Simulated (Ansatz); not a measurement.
# Se on Ni (Nickel) (100)

Aim: for Ni (Nickel), find where and how strongly Se adsorbs.

Computed with Ansatz 0.2.0 (DFT PBE+D3(BJ), scalar-relativistic, plane waves, PAW, unless a step's input says otherwise).

2 further runs of the same task are left out: 2 set aside as unsound or not needed.

**1. The starting structure**

Symmetry: P4mm, No. 99, tetragonal system. The conventional cell has a = 2.459 Å, b = 2.459 Å, c = 23.956 Å, α = 90.00°, β = 90.00°, γ = 90.00°. Ni (site symmetry 4mm) is surrounded by 8 Ni at 2.46 Å. Ni (site symmetry 4mm) is surrounded by 12 Ni at 2.46 to 2.47 Å. Around Ni (site symmetry 4mm) lie 12 Ni at 2.44 to 2.47 Å. Ni (site symmetry 4mm) is surrounded by 8 Ni at 2.44 to 2.46 Å.

Coordinates:

```
Ni
1.0
     3.47819    0.00000    0.00000
     0.00000    3.47819    0.00000
     0.00000    0.00000   23.95637
Ni
10
Direct
  0.00000 0.50000 0.35481
  0.50000 0.00000 0.35481
  0.50000 0.50000 0.42741
  0.00000 0.00000 0.42741
  0.00000 0.50000 0.50076
  0.50000 0.00000 0.50076
  0.50000 0.50000 0.57424
  0.00000 0.00000 0.57424
  0.00000 0.50000 0.64557
  0.50000 0.00000 0.64557
```

Planes are indexed in the bulk's conventional cell (Fm-3m (No. 225)), a = 3.478 Å, b = 3.478 Å, c = 3.478 Å, α = 90.00°, β = 90.00°, γ = 90.00°.

This (100) slab, 7.0 Å thick as cut, with 17 Å of vacuum; its outer planes are Ni (top) and Ni (bottom), was relaxed beforehand with its lower half held: -58397.3780 eV, work function 4.93 eV.

**2. Se put at a top (Ni) site**

The input, input.yaml:

```yaml
crystal:
  lattice:
    - [3.4781861089, 0.0, 0.0]
    - [0.0, 3.4781861089, 0.0]
    - [0.0, 0.0, 25.9563722177]
  atoms:
    - { symbol: Ni, position: [0.0, 0.5, 0.3274725732], spin: 0.84 }
    - { symbol: Ni, position: [0.5, 0.0, 0.3274725732], spin: 0.84 }
    - { symbol: Ni, position: [0.5, 0.5, 0.394473194], spin: 0.74 }
    - { symbol: Ni, position: [0.0, 0.0, 0.394473194], spin: 0.74 }
    - { symbol: Ni, position: [0.0, 0.5, 0.4621741958], spin: 0.74 }
    - { symbol: Ni, position: [0.5, 0.0, 0.4621741958], spin: 0.74 }
    - { symbol: Ni, position: [0.5, 0.5, 0.5299928826], spin: 0.74 }
    - { symbol: Ni, position: [0.0, 0.0, 0.5299928826], spin: 0.74 }
    - { symbol: Ni, position: [0.0, 0.5, 0.5958278844], spin: 0.83 }
    - { symbol: Ni, position: [0.5, 0.0, 0.5958278844], spin: 0.83 }
    - { symbol: Se, position: [0.0, 0.5, 0.689831776], spin: 2.0 }
basis:
  ecutwfc: 420
kpoints:
  mp_grid: { grid: [8, 8, 1] }
hamiltonian:
  xc: pbe
  dispersion: d3bj
scf:
  occupations: { method: gaussian, width: 0.1 }
output:
  forces: true
  eigenvalues: true
  populations: true
  write_density: true
  write_potential: true
  elf: true
  volumetric_format: npy
magnetization:
  spin_polarized: true
relax:
  adjacent_minimum: "off"
  f_tol: 0.03
  max_steps: 70
  constraints: [{ sites: [0, 1, 2, 3] }]
efield:
  axis: 3
  dipole_correction: true
```

On the command line:

```bash
ansatz run input.yaml --threads 4 --pin off --max-ram 10240MiB --backend cpu --events-out ev --progress --plain --runs-dir out
```

The session goes on with these runs: start: Se, bridge (Ni-Ni); start: Se, hollow over Ni.

Q: Predict the outcome of this session. Wanted: Se: lowest end.

As calculated:

```
      quantity                                                                 value
Se: lowest end  E_ads -5.32 eV, from the hollow over Ni start, 4 bonded, 1.53 Å high
```

**Reading.** Se binds with 5.32 eV at best, a strong chemical bond when counted from the free atom, not from the element's molecule or solid; the ends span 1.41 eV. It lowers the work function by 0.34 eV, as a dipole layer with its positive end outwards does. A start on a symmetric site keeps its symmetry, so an end may be a saddle point and not a minimum.
